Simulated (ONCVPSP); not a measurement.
**Samarium: generating and testing an ONCV potential**

Do these settings give a usable potential? It is generated, then checked for transferability, scattering, ghosts and hardness.

The numbers are computed with ONCVPSP 4.0.1.1 (patched build) (PBE, scalar-relativistic, spin-unpolarised reference atom).

### 1 Settings

Typed settings, in words:

| Item | Value |
| --- | --- |
| element | samarium (Sm, Z = 62) |
| type | optimised norm-conserving Vanderbilt (ONCV) |
| frozen core | [Kr] 4d10 |
| valence charge | 16 |
| reference configuration | 4f6 5s2 5p6 6s1 (charge +1) |
| partial waves | 5s+6s: rc 2.70 bohr, ncon 3, nbas 7, qcut 4 1/bohr, 2 projectors; 5p: rc 2.65 bohr, ncon 3, nbas 6, qcut 4.8 1/bohr, 2 projectors, debl 3.2 Ha; d scattering state at 0.21 Ha: rc 2.90 bohr, ncon 4, nbas 7, qcut 3.3 1/bohr, 2 projectors, debl 3.7 Ha; 4f: rc 1.10 bohr, ncon 4, nbas 9, qcut 14.3 1/bohr, 2 projectors, debl 3.2 Ha |
| local potential | polynomial inside 0.80 bohr (lpopt 5, dvloc0 0 Ha) |
| core correction | not asked for |

### 2 The generation run

Input file Sm.dat:

```
# ATOM AND REFERENCE CONFIGURATION
# atsym  z   nc   nv     iexc    psfile
  Sm 62.00    9    4        4      upf
#
#   n    l    f
    1    0    2.00
    2    0    2.00
    2    1    6.00
    3    0    2.00
    3    1    6.00
    3    2   10.00
    4    0    2.00
    4    1    6.00
    4    2   10.00
    4    3    6.00
    5    0    2.00
    5    1    6.00
    6    0    1.00
#
# PSEUDOPOTENTIAL AND OPTIMIZATION
# lmax
    3
#
#   l,   rc,      ep,       ncon, nbas, qcut
    0    2.70    0.00    3    7    4.00
    1    2.65    0.00    3    6    4.80
    2    2.90    0.21    4    7    3.30
    3    1.10    0.00    4    9   14.30
#
# LOCAL POTENTIAL
# lloc, lpopt,  rc(5),   dvloc0
    4    5    0.80    0.00
#
# VANDERBILT-KLEINMAN-BYLANDER PROJECTORs
# l, nproj, debl
    0    2    0.50
    1    2    3.20
    2    2    3.70
    3    2    3.20
#
# MODEL CORE CHARGE
# icmod, fcfact, rcfact
    0    0.00    0.00
#
# LOG DERIVATIVE ANALYSIS
# epsh1, epsh2, depsh
   -3.00    5.00    0.02
#
# OUTPUT GRID
# rlmax, drl
    6.00    0.01
#
# TEST CONFIGURATIONS
# ncnf
    4
# nvcnf
#   n    l    f
    4
    4    3    6.00
    5    0    2.00
    5    1    6.00
    6    0    2.00
#
    4
    4    3    6.00
    5    0    2.00
    5    1    6.00
    6    0    0.00
#
    4
    4    3    5.00
    5    0    2.00
    5    1    6.00
    6    0    0.00
#
    4
    4    3    6.00
    5    0    1.00
    5    1    6.00
    6    0    2.00
#
```

Command:

```
oncvpsp.x < Sm.dat > Sm.out
```

Before running it: what results should come out? Wanted: cutoffs for 1 and 0.1 mHa per electron, occupied waves; bound ghosts; GHOST(+) flags; largest test error; largest phase difference near zero energy, channels read; projector energies reset by the program.

The runs gave:

| quantity | value |
| --- | --- |
| cutoffs for 1 and 0.1 mHa per electron, occupied waves | 92 Ha and 104 Ha |
| bound ghosts | s at -345.20 eV, p at -86.65 eV, d at -57.34 eV |
| GHOST(+) flags | none at low energy |
| largest test error (AE − PS) | -165 meV, for 4f6 5s1 5p6 6s2 |
| largest phase difference near zero energy, channels read | 0.024 rad |
| projector energies reset by the program | d: -0.265, 3.435 Ha |

In words: A bound ghost (s, p, d) makes it unfit for use: electrons can fall into a state that the atom doesn't have. Close by lies the frozen 4s level (-338.2 eV). By total energies transferability is poor: the largest error is 165 meV on 42.8 eV, for 4f6 5s1 5p6 6s2. The potential is very hard: the looser tolerance needs 92 Ha. At the looser tolerance the 4f wave is the slowest; 5p needs 7 Ha. Near zero energy the phases of the channels with partial waves agree within 0.024 rad. The pseudo curves have a pole with no partner nearby in the atom's: d at -2.10 Ha. These are tests on the free atom; a crystal test is still owed.
